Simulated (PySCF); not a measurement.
# C4H4BFO: the cost of one run

Computed with PySCF 2.14.0, with density-fitted response routines of our own, on a single molecule in the gas phase. Atoms count from 0, in the outputs and in this text.

**1. Starting geometry**

11 atoms, charge 0, multiplicity 1; geometry from: GFN2-xTB. The atoms were then displaced at random by about 0.01 Å, so the start is not that level's minimum.

Bonds of the start (Å): F0–B1 1.29, B1–C2 1.52, C2–C3 1.47, C3–C4 1.32, C4–O5 1.36, O5–C6 1.32, C6–C2 1.39, B1–H7 1.16, C3–H8 1.07, C4–H9 1.07, C6–H10 1.08.

**2. Optimising the geometry at PBE0-D3(BJ)/def2-SVP**

What the job is given:

```
{"job": {"xc": "PBE0", "basis": "def2-SVP", "d3": "d3bj", "grid": 1, "shake": 0.01, "kind": "geom"}, "charge": 0, "multiplicity": 1}
F     -2.679620     0.905090     0.158340
B     -1.940620    -0.127240    -0.076640
C     -0.428490     0.031910    -0.008320
C      0.631880    -0.962340    -0.208160
C      1.793090    -0.357360    -0.053410
O      1.617960     0.959340     0.245720
C      0.318380     1.175900     0.272980
H     -2.468490    -1.123140    -0.333720
H      0.423290    -1.989340    -0.417510
H      2.802040    -0.710430    -0.095000
H     -0.031320     2.171800     0.500070
```

Launch:

```console
$ OMP_NUM_THREADS=1 python probes_run.py task.json out
```

The driver reads the jobs from task.json and runs them one after another.

**Question.** How long does this first job take on 1 thread of Arm Neoverse V1, shared host, and how much memory does it need?

About 39 s, with a peak of 0.5 GiB.
